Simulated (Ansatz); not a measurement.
# B3MoP4: one candidate of a structure search, part 2 of 3

Where does this trial cell of B3MoP4 go when cell and atoms are let free, and does the end survive a random kick?

Ansatz 0.2.0; DFT PBE, scalar-relativistic, plane waves, PAW.

## Step 5: Final relaxation

The end of the coarse run is made exact in the group found at a tolerance of 0.06 Å and reduced to its primitive cell.

input.yaml reads:

```yaml
crystal:
  lattice:
    - [4.8315907097, 0.0, 0.0]
    - [0.0, 4.8315907097, 0.0]
    - [0.0, 0.0, 4.8315907097]
  atoms:
    - { symbol: B, position: [0.5, 0.0, 0.0] }
    - { symbol: B, position: [0.0, 0.5, 0.0] }
    - { symbol: B, position: [0.0, 0.0, 0.5] }
    - { symbol: Mo, position: [0.5, 0.5, 0.5] }
    - { symbol: P, position: [0.2301931674, 0.2301931674, 0.2301931674] }
    - { symbol: P, position: [0.7698068326, 0.7698068326, 0.2301931674] }
    - { symbol: P, position: [0.7698068326, 0.2301931674, 0.7698068326] }
    - { symbol: P, position: [0.2301931674, 0.7698068326, 0.7698068326] }
basis:
  ecutwfc: 420
kpoints:
  mp_grid: { grid: [8, 8, 8] }
hamiltonian:
  xc: pbe
scf:
  occupations: { method: gaussian, width: 0.1 }
output:
  forces: true
  stress: true
  eigenvalues: true
relax:
  adjacent_minimum: "off"
  f_tol: 0.01
  max_steps: 80
  cell: { stress_tol: 0.05 }
```

Run with:

```console
> ansatz run input.yaml --threads 1 --pin off --max-ram 2048MiB --backend cpu --events-out ev --progress --plain --runs-dir out
```

Log:

```text
Warning: RAYON_NUM_THREADS=1 ignored (pool sized by the plan → 1); use --threads N
Engine: ansatz 0.2.0, aarch64-unknown-linux-gnu
Pseudopotentials: kind: paw
Pseudopotential: B, paw, valence charge 3, recommended cutoff 420 eV (normal), B.paw.azcp
Pseudopotential: Mo, paw, valence charge 14, recommended cutoff 420 eV (normal), Mo.paw.azcp
Pseudopotential: P, paw, valence charge 5, recommended cutoff 420 eV (normal), P.paw.azcp
Functional definition: PBE
  parameter kappa = 0.804
  parameter beta = 0.06672455060314922
  exchange = pbe_x(kappa = kappa, mu = beta*pi^2/3)
  correlation = pbe_c(beta = beta)
Crystal: 8 atoms, lattice volume = 112.790 Å³
Basis set: ecut = 420 eV, 2205 PW (Γ), exchange–correlation on 72×72×72 points (8 copies of the dense FFT grid, shifted against one another)
Bands: 30, of which v1, the nominal top of the filled ones, is band 22 counted from 1 (21 counted from 0)
Symmetry: 24 space group operations
Space group: P-43m (ITA 215), of the structure as read, at distance tolerance 4.8e-5 Å
k-points: 35 of 512 (time reversal used)
Non-local potential: B, projectors of the file, l = 0: 2, l = 1: 2, l = 2: 1
Non-local potential: Mo, projectors of the file, l = 0: 3, l = 1: 2, l = 2: 2, l = 3: 1
Non-local potential: P, projectors of the file, l = 0: 2, l = 1: 2, l = 2: 2
PAW form: soft (Blöchl's): semilocal exchange-correlation on the pseudo side does not see the compensation charge
PAW one-centre angular grid: B, 110 points (default); XC on 64 Gauss nodes
PAW one-centre angular grid: Mo, 590 points (default); XC on 64 Gauss nodes
PAW one-centre angular grid: P, 110 points (default); XC on 64 Gauss nodes
Initial density: superposition of atomic densities (neutral atoms: chi_scale 0, normalization atom), corrected by the library's trained network
Initial wavefunctions: pseudopotential atomic-orbital guess
Functional: x = pbe(κ = 0.804, μ = 0.2195149727645171), c = pbe(β = 0.06672455060314922)
SCF iter   1: F=—  HF=-8445.614225 eV  |F-HF|=—  |Δ(HF+E_count)|=         —  Δρ=5.75e-3  dr2=9.56e-2  ethr=1.77e-3  ⟨swp⟩=8.1  Hψ=5772  notcnv=0
preconditioner: auto → Kerker (q_TF=auto, 2.323 Å⁻¹)  [metal: Δε(μ)=0.026 eV  Ē_g=8.575 eV  σ=0.100 eV  W_gap=0.14  n_scr=26 (ndim 8)  ℏωp=20.7 eV  f_vac=0.000  D(μ)=3.42/eV (n_scr^D=26)]
SCF iter   2: F=—  HF=-8445.606591 eV  |F-HF|=—  |Δ(HF+E_count)|=   7.63e-3  Δρ=3.10e-3  dr2=2.91e-2  ethr=2.22e-4  ⟨swp⟩=1.5  Hψ=1373  notcnv=0
SCF iter   3: F=—  HF=-8445.602210 eV  |F-HF|=—  |Δ(HF+E_count)|=   4.38e-3  Δρ=4.36e-4  dr2=3.56e-4  ethr=6.76e-5  ⟨swp⟩=2.0  Hψ=1175  notcnv=0
SCF iter   4: F=—  HF=-8445.602272 eV  |F-HF|=—  |Δ(HF+E_count)|=   6.22e-5  Δρ=1.35e-4  dr2=2.34e-5  ethr=8.27e-7  ⟨swp⟩=2.3  Hψ=1561  notcnv=0
SCF iter   5: F=—  HF=-8445.602284 eV  |F-HF|=—  |Δ(HF+E_count)|=   1.16e-5  Δρ=3.58e-5  dr2=1.77e-6  ethr=5.43e-8  ⟨swp⟩=2.3  Hψ=1457  notcnv=0
SCF iter   6: F=-8445.602284 eV  HF=-8445.602284 eV  |F-HF|=2.96e-8  |Δ(HF+E_count)|=   8.90e-7  Δρ=7.67e-6  dr2=6.70e-8  ethr=2.33e-10  ⟨swp⟩=10.1  Hψ=6062  notcnv=0
SCF 1 converged in 6 iterations: F = -8445.602284 eV  dr2 = 6.70e-8
relax step   1: F+E_penalty+E_count = -8445.60228447 eV  Δ(F+E_penalty+E_count) = +0.000e0 eV  max|allowed force component| = 1.917e-4 eV/Å  Δτ_max = 0.0000 Å  P = -0.085 GPa  Ω = 112.790 Å³  (6 SCF iters, dr2 threshold 1.00e-7 eV, accepted)
Crystal: 8 atoms, lattice volume = 112.741 Å³
Initial density: handed on by an earlier stage of this run
Initial wavefunctions: those handed on with the density
iter 1 solved again at ethr=1.13e-8 eV; its pass at ethr=3.10e-3 eV (dr2=4.84e-6 eV) is discarded
SCF iter   1: F=—  HF=-8445.602317 eV  |F-HF|=—  |Δ(HF+E_count)|=         —  Δρ=5.67e-5  dr2=4.98e-6  ethr=1.13e-8  ⟨swp⟩=2.0  Hψ=5702  notcnv=0
preconditioner: auto → Kerker (q_TF=auto, 2.323 Å⁻¹)  [metal: Δε(μ)=0.026 eV  Ē_g=8.583 eV  σ=0.100 eV  W_gap=0.14  n_scr=26 (ndim 8)  ℏωp=20.7 eV  f_vac=0.000  D(μ)=3.38/eV (n_scr^D=26)]
SCF iter   2: F=—  HF=-8445.602327 eV  |F-HF|=—  |Δ(HF+E_count)|=   9.89e-6  Δρ=3.20e-5  dr2=1.69e-6  ethr=1.13e-8  ⟨swp⟩=1.0  Hψ=1050  notcnv=0
SCF iter   3: F=—  HF=-8445.602326 eV  |F-HF|=—  |Δ(HF+E_count)|=   3.92e-7  Δρ=6.12e-6  dr2=5.49e-8  ethr=3.93e-9  ⟨swp⟩=2.3  Hψ=1666  notcnv=0
iter 4 did not close the SCF: its close was put off for the readings that it lacked (scf_convergence_deferred on its scf_iter line)
SCF iter   4: F=-8445.602326 eV  HF=-8445.602326 eV  |F-HF|=1.41e-9  |Δ(HF+E_count)|=   2.39e-8  Δρ=1.26e-6  dr2=2.48e-9  ethr=1.28e-10  ⟨swp⟩=2.1  Hψ=1636  notcnv=0
iter 5 did not close the SCF: its close was put off for the readings that it lacked (scf_convergence_deferred on its scf_iter line)
SCF iter   5: F=-8445.602326 eV  HF=-8445.602326 eV  |F-HF|=4.37e-11  |Δ(HF+E_count)|=   1.80e-9  Δρ=2.50e-7  dr2=7.53e-11  ethr=5.77e-12  ⟨swp⟩=2.0  Hψ=1667  notcnv=0
SCF iter   6: F=-8445.602326 eV  HF=-8445.602326 eV  |F-HF|=1.82e-12  |Δ(HF+E_count)|=  6.91e-11  Δρ=5.08e-8  dr2=3.86e-12  ethr=1.00e-12  ⟨swp⟩=3.0  Hψ=3181  notcnv=0
SCF 2 converged in 6 iterations: F = -8445.602326 eV  dr2 = 3.86e-12
relax step   2: F+E_penalty+E_count = -8445.60232641 eV  Δ(F+E_penalty+E_count) = -4.194e-5 eV  max|allowed force component| = 9.922e-4 eV/Å  Δτ_max = 0.0000 Å  P = -0.026 GPa  Ω = 112.741 Å³  energy of the carried Pulay correction = +2.468e-5 eV  (6 SCF iters, dr2 threshold 1.82e-8 eV, accepted)
Initial wavefunctions: pseudopotential atomic-orbital guess (no wavefunctions were taken with the density)
iter 1 solved again at ethr=1.79e-7 eV; its pass at ethr=3.10e-3 eV (dr2=7.68e-5 eV) is discarded
SCF iter   1: F=—  HF=-8445.602296 eV  |F-HF|=—  |Δ(HF+E_count)|=         —  Δρ=1.03e-6  dr2=8.31e-10  ethr=1.79e-7  ⟨swp⟩=4.0  Hψ=8729  notcnv=0
eigensolver tolerance schedule: the retry pair's looser diagonalisation over-reported the residual by 92446.91 of it (diagonalisation noise at an unbounded share of the residual, at the tolerance the schedule requests for it); recorded, not acted on — ethr = c·dr2/N_el stays at c = 1.0e-1
SCF iter   2: F=—  HF=-8445.602308 eV  |F-HF|=—  |Δ(HF+E_count)|=   1.20e-5  Δρ=4.58e-7  dr2=1.88e-10  ethr=1.93e-12  ⟨swp⟩=4.8  Hψ=2914  notcnv=0
SCF iter   3: F=—  HF=-8445.602308 eV  |F-HF|=—  |Δ(HF+E_count)|=  3.64e-12  Δρ=3.19e-7  dr2=8.41e-11  ethr=1.00e-12  ⟨swp⟩=1.0  Hψ=1051  notcnv=0
iter 4 did not close the SCF: its close was put off for the readings that it lacked (scf_convergence_deferred on its scf_iter line)
SCF iter   4: F=-8445.602308 eV  HF=-8445.602308 eV  |F-HF|=0.00e0  |Δ(HF+E_count)|=  1.64e-11  Δρ=3.37e-8  dr2=6.71e-13  ethr=1.00e-12  ⟨swp⟩=1.1  Hψ=1052  notcnv=0
iter 5 did not close the SCF: its close was put off for the readings that it lacked (scf_convergence_deferred on its scf_iter line)
SCF iter   5: F=-8445.602308 eV  HF=-8445.602308 eV  |F-HF|=0.00e0  |Δ(HF+E_count)|=  3.64e-12  Δρ=9.21e-9  dr2=7.79e-14  ethr=1.00e-12  ⟨swp⟩=1.1  Hψ=1053  notcnv=0
iter 6 did not close the SCF: its close was put off for the readings that it lacked (scf_convergence_deferred on its scf_iter line)
SCF iter   6: F=-8445.602308 eV  HF=-8445.602308 eV  |F-HF|=1.82e-12  |Δ(HF+E_count)|=  3.64e-12  Δρ=7.25e-9  dr2=7.95e-14  ethr=1.00e-12  ⟨swp⟩=1.1  Hψ=1054  notcnv=0
iter 7 did not close the SCF: its close was put off for the readings that it lacked (scf_convergence_deferred on its scf_iter line)
SCF iter   7: F=-8445.602308 eV  HF=-8445.602308 eV  |F-HF|=1.82e-12  |Δ(HF+E_count)|=    0.00e0  Δρ=2.40e-9  dr2=5.81e-15  ethr=1.00e-12  ⟨swp⟩=1.2  Hψ=1057  notcnv=0
SCF iter   8: F=-8445.602308 eV  HF=-8445.602308 eV  |F-HF|=3.64e-12  |Δ(HF+E_count)|=  1.82e-12  Δρ=1.83e-9  dr2=4.94e-15  ethr=1.00e-12  ⟨swp⟩=4.3  Hψ=3437  notcnv=0
SCF 3 converged in 8 iterations: F = -8445.602308 eV  dr2 = 4.94e-15
relax step   3: F+E_penalty+E_count = -8445.60230831 eV  Δ(F+E_penalty+E_count) = +1.810e-5 eV  max|allowed force component| = 9.926e-4 eV/Å  Δτ_max = 0.0000 Å  P = -0.026 GPa  Ω = 112.741 Å³  stress off target by 2.59e-2 GPa  SCF on the basis re-selected at this cell (its energy is not comparable with the rows above)  (8 SCF iters)
basis re-selected at this cell: Δ(F+E_penalty+E_count) = +1.810e-5 eV, ΔP = -0.000 GPa vs the last step (what re-selecting the basis moved, of the pressure what is left beyond the Pulay correction that the steps carried, after the strain that the cell walked since its last selection, with what the two solves' SCF thresholds leave and, on support functions, any second-order correction that the steps lacked; it is no measure of the basis error at this ecutwfc). This SCF's stress stands 2.59e-2 GPa from its target on what of the cell is left free (relax.cell.stress_tol is 5.00e-2 GPa) and its largest allowed force component is 9.93e-4 eV/Å (relax.f_tol is 1.00e-2 eV/Å): within both
SCF converged after 8 iterations
Free energy (F): -8445.602308 eV
Harris-Foulkes:  -8445.602308 eV  (|F-HF|=3.64e-12)
Internal energy: -8445.585409 eV  (E = F + TS)
E sigma→0 (E₀):  -8445.593859 eV
Entropy (-TS):   -0.016899 eV (-2.112 meV/atom)
Fermi energy:    10.010637 eV
--- Per-component energies (eV) ---
  E_band       = -104.721514
  E_kinetic    = 871.785578
  E_local      = -1776.463823  (includes V_loc(G=0)·N_el)
  E_nonlocal   = 315.573109
  E_hartree    = 627.721960
  E_xc         = -526.277858
  E_vxc        = -587.106944  (∫ρ·V_xc dr)
  E_paw        = -5715.622365  (= ΣΔE_a)
  E_vpaw       = -183.953396  (= ΣTr[D̂ρ^β])
  E_aug_tail   = 0.000041  (compensation charges beyond the density's cutoff)
  E_ewald      = -2242.302050
  E_smearing   = -0.016899  (= −TS)
  E_closure    = -0.000000  (closes the sum)
  Σ components = -8445.602308   (vs F -8445.602308, Δ=0.00e0)
--- Forces (eV/Å), atoms counted from 1 ---
  atom   1  B      0.00000000    -0.00000000     0.00000000
  atom   2  B     -0.00000000     0.00000000     0.00000000
  atom   3  B      0.00000000     0.00000000    -0.00000000
  atom   4  Mo    -0.00000000     0.00000000     0.00000000
  atom   5  P     -0.00099263    -0.00099263    -0.00099263
  atom   6  P      0.00099263     0.00099263    -0.00099263
  atom   7  P      0.00099263    -0.00099263     0.00099263
  atom   8  P     -0.00099263     0.00099263     0.00099263
  max |Σ_I F_I| component: 1.00e-16 eV/Å
--- Stress (GPa, compression-positive) ---
       -0.025863      -0.000000       0.000000
       -0.000000      -0.025863       0.000000
       -0.000000       0.000000      -0.025863
  P = ⅓ Tr σ = -0.0259 GPa (-0.259 kbar)
--- Band table (eV; the first three rows and the last of 35) ---
  k-point 0: bands = ["-50.1133", "-24.3921", "-24.3921", "-24.3921", "-4.7047", "-0.7185", "-0.7185", "-0.7185", "1.0662", "1.0662", "4.6019", "5.6192", "5.6192", "5.6192", "6.0064", "6.0064", "6.0064", "7.6146", "7.6146", "7.6146", "8.5255", "8.5255", "10.9420", "10.9420", "10.9420", "11.2997", "13.9133", "13.9133", "13.9133", "14.4684"]
  k-point 1: bands = ["-50.1133", "-24.3924", "-24.3921", "-24.3921", "-4.6275", "-1.1203", "-0.7073", "-0.7073", "1.1116", "1.4716", "4.6911", "5.3365", "5.3691", "5.3691", "5.9033", "6.1795", "6.1795", "7.4747", "7.6026", "7.6026", "8.6028", "8.8789", "10.8760", "11.2842", "11.2842", "11.6116", "13.4308", "13.5861", "13.5861", "14.5129"]
  k-point 2: bands = ["-50.1133", "-24.3932", "-24.3920", "-24.3920", "-4.4029", "-1.8491", "-0.6797", "-0.6797", "1.2323", "2.2251", "4.7862", "4.9052", "5.0604", "5.0604", "5.4859", "6.1706", "6.1706", "7.3724", "7.8120", "7.8120", "8.8365", "9.6064", "10.7598", "11.9424", "11.9424", "12.1375", "12.5987", "13.1598", "13.1598", "14.4323"]
  k-point 34: bands = ["-50.1132", "-24.3938", "-24.3938", "-24.3938", "-2.1994", "-2.1994", "-2.1994", "-1.9222", "1.7247", "1.7247", "1.7247", "3.9865", "6.6033", "6.6033", "7.3023", "7.3023", "7.3023", "7.6043", "7.6043", "7.6043", "9.3810", "9.3810", "11.5152", "11.5152", "11.5152", "13.5162", "13.5162", "13.5162", "14.2050", "14.2050"]
--- Relaxed structure (2 steps of the walk, 2 accepted, 1 SCFs on fresh bases) ---
  F+E_penalty+E_count = -8445.60230831 eV   max|allowed force component| = 9.926e-4 eV/Å   (the final SCF, on the basis selected at the relaxed cell)
  cell:  # Å, volume = 112.7407 Å³
    - [4.830887218064511, -8.024708101613482e-36, 1.0432120532097527e-34]
    - [-8.024708101613482e-36, 4.830887218064511, -1.0271626370065257e-33]
    - [1.0432120532097527e-34, -1.0271626370065257e-33, 4.830887218064511]
  atoms:
    - { symbol: B, position: [0.49999999999999994, 8.765570162571791e-23, 5.314826413919813e-35] }
    - { symbol: B, position: [-2.6296710487721343e-22, 0.49999999999999994, -5.314826413919813e-35] }
    - { symbol: B, position: [-2.629671048772102e-22, 8.765570162567472e-23, 0.49999999999999994] }
    - { symbol: Mo, position: [0.49999999999999994, 0.49999999999999994, 0.49999999999999994] }
    - { symbol: P, position: [0.230187402931259, 0.230187402931259, 0.230187402931259] }
    - { symbol: P, position: [0.7698125970687408, 0.7698125970687408, 0.230187402931259] }
    - { symbol: P, position: [0.7698125970687408, 0.230187402931259, 0.7698125970687408] }
    - { symbol: P, position: [0.230187402931259, 0.7698125970687408, 0.7698125970687408] }
```

It took 60 s on 1 thread of Arm Neoverse V1, shared host; peak memory 0.39 GiB.

Relaxation path:

```
step  energy from step 1 (eV/cell)  largest force component (eV/Å)  pressure (GPa)  volume (Å³)
   1                        0.0000                          0.0002           -0.09       112.79
   2                        0.0000                          0.0010           -0.03       112.74
   3                        0.0000                          0.0010           -0.03       112.74
```

Step 1 is the start. Step 3 repeats the geometry before it on a plane-wave basis chosen anew for that cell, so its energy need not be comparable with the rows above.

|  | before | after | change |
| --- | --- | --- | --- |
| a (Å) | 4.832 | 4.831 | 0.0 % |
| b (Å) | 4.832 | 4.831 | 0.0 % |
| c (Å) | 4.832 | 4.831 | 0.0 % |
| volume (Å³/atom) | 14.10 | 14.09 | 0.0 % |
| shortest distance (Å) | 2.043 | 2.043 | 0.0 % |
| space group (0.01 Å) | P-43m | P-43m | same |

The run keeps the 24 symmetry operations of the start, so it could not have lowered the symmetry.

## Step 6: Changed: ecutwfc 250 eV, pseudopotentials.kind nc, eigensolver.kind davidson

input.yaml reads:

```yaml
crystal:
  lattice:
    - [4.8308872181, 0.0, 0.0]
    - [0.0, 4.8308872181, 0.0]
    - [0.0, 0.0, 4.8308872181]
  atoms:
    - { symbol: B, position: [0.5, 0.0, 0.0] }
    - { symbol: B, position: [0.0, 0.5, 0.0] }
    - { symbol: B, position: [0.0, 0.0, 0.5] }
    - { symbol: Mo, position: [0.5, 0.5, 0.5] }
    - { symbol: P, position: [0.2301874029, 0.2301874029, 0.2301874029] }
    - { symbol: P, position: [0.7698125971, 0.7698125971, 0.2301874029] }
    - { symbol: P, position: [0.7698125971, 0.2301874029, 0.7698125971] }
    - { symbol: P, position: [0.2301874029, 0.7698125971, 0.7698125971] }
basis:
  ecutwfc: "250 eV"
kpoints:
  mp_grid: { grid: [8, 8, 8] }
hamiltonian:
  xc: pbe
  pseudopotentials: { kind: nc }
scf:
  occupations: { method: gaussian, width: 0.1 }
  eigensolver: { kind: davidson }
output:
  forces: true
  eigenvalues: true
  stress: true
```

Run with:

```console
> ansatz run input.yaml --threads 1 --pin off --max-ram 2048MiB --backend cpu --events-out ev --progress --plain --runs-dir out
```

Log, cut to the lines that bear on the results:

```text
Warning: basis.ecutwfc = 250 eV is below the records' recommended 1116 eV, and the density's cutoff is lower with it unless basis.ecutrho_ratio is high enough to keep the records' density cutoff: compare with a run at a higher cutoff
Warning: RAYON_NUM_THREADS=1 ignored (pool sized by the plan → 1); use --threads N
[...]
Pseudopotentials: kind: nc
Pseudopotential: B, nc, valence charge 3, recommended cutoff 1116 eV (normal), B.nc.azcp
Pseudopotential: Mo, nc, valence charge 14, recommended cutoff 1088.45545 eV (normal), Mo.nc.azcp
[...]
  atom   2  B     -0.00000000     0.00000000     0.00000000
  atom   3  B      0.00000000    -0.00000000     0.00000000
  atom   4  Mo     0.00000000    -0.00000000     0.00000000
  atom   5  P     -0.06329987    -0.06329987    -0.06329987
  atom   6  P      0.06329987     0.06329987    -0.06329987
  atom   7  P      0.06329987    -0.06329987     0.06329987
  atom   8  P     -0.06329987     0.06329987     0.06329987
[...]
--- Stress (GPa, compression-positive) ---
        2.933997      -0.000000       0.000000
       -0.000000       2.933997       0.000000
        0.000000      -0.000000       2.933997
  P = ⅓ Tr σ = 2.9340 GPa (29.340 kbar)
--- Band table (eV; the first three rows and the last of 35) ---
[...]
```

Run time: 12 s. Hardware: 1 thread of Arm Neoverse V1, shared host; peak memory 0.25 GiB.

| run | ending | energy change | pressure (GPa) | gap (eV) | force (eV/Å) | cycles | time |
| --- | --- | --- | --- | --- | --- | --- | --- |
| step 5 | converged | - | 0.0 | 0.00 | 0.00 | - | 60 s |
| variant | converged | not comparable | 2.9 | 0.00 | 0.11 | 9 | 12 s |

Total energies don't compare across a change of potentials; the pressure goes from 0.0 to 2.9 GPa and the largest force goes from 0.00 to 0.11 eV/Å. The cutoff changed too. The cutoff is under what these potentials recommend, as the log warns, so basis error is mixed in.

## Step 7: Kick test: the unmoved cell on a coarse mesh

input.yaml reads:

```yaml
crystal:
  lattice:
    - [4.8308872181, 0.0, 0.0]
    - [0.0, 4.8308872181, 0.0]
    - [0.0, 0.0, 4.8308872181]
  atoms:
    - { symbol: B, position: [0.5, 0.0, 0.0] }
    - { symbol: B, position: [1.0, 0.5, 1.0] }
    - { symbol: B, position: [0.0, 0.0, 0.5] }
    - { symbol: Mo, position: [0.5, 0.5, 0.5] }
    - { symbol: P, position: [0.2301874029, 0.2301874029, 0.2301874029] }
    - { symbol: P, position: [0.7698125971, 0.7698125971, 0.2301874029] }
    - { symbol: P, position: [0.7698125971, 0.2301874029, 0.7698125971] }
    - { symbol: P, position: [0.2301874029, 0.7698125971, 0.7698125971] }
basis:
  ecutwfc: 420
kpoints:
  mp_grid: { grid: [4, 4, 4] }
hamiltonian:
  xc: pbe
scf:
  occupations: { method: gaussian, width: 0.2 }
  lower_state_search: "off"
output:
  forces: true
  stress: true
  eigenvalues: true
```

Run with:

```console
> ansatz run input.yaml --threads 1 --pin off --max-ram 2048MiB --backend cpu --events-out ev --progress --plain --runs-dir out
```

Log, cut to the lines that bear on the results:

```text
Warning: RAYON_NUM_THREADS=1 ignored (pool sized by the plan → 1); use --threads N
[...]
[... 5 set-up lines as earlier in the session ...]
[...]
Crystal: 8 atoms, lattice volume = 112.741 Å³
[...]
  atom   5  P     -0.00469218    -0.00469218    -0.00469218
  atom   6  P      0.00469218     0.00469218    -0.00469218
  atom   7  P      0.00469218    -0.00469218     0.00469218
  atom   8  P     -0.00469218     0.00469218     0.00469218
[...]
--- Stress (GPa, compression-positive) ---
        0.035522       0.000000       0.000000
        0.000000       0.035522      -0.000000
        0.000000      -0.000000       0.035522
  P = ⅓ Tr σ = 0.0355 GPa (0.355 kbar)
--- Band table (eV; the first three rows and the last of 10) ---
[...]
```

Run time: 4.7 s. Hardware: 1 thread of Arm Neoverse V1, shared host; peak memory 0.31 GiB.

The cell holds 8 atoms.

(Part 2 of 3 ends here.)
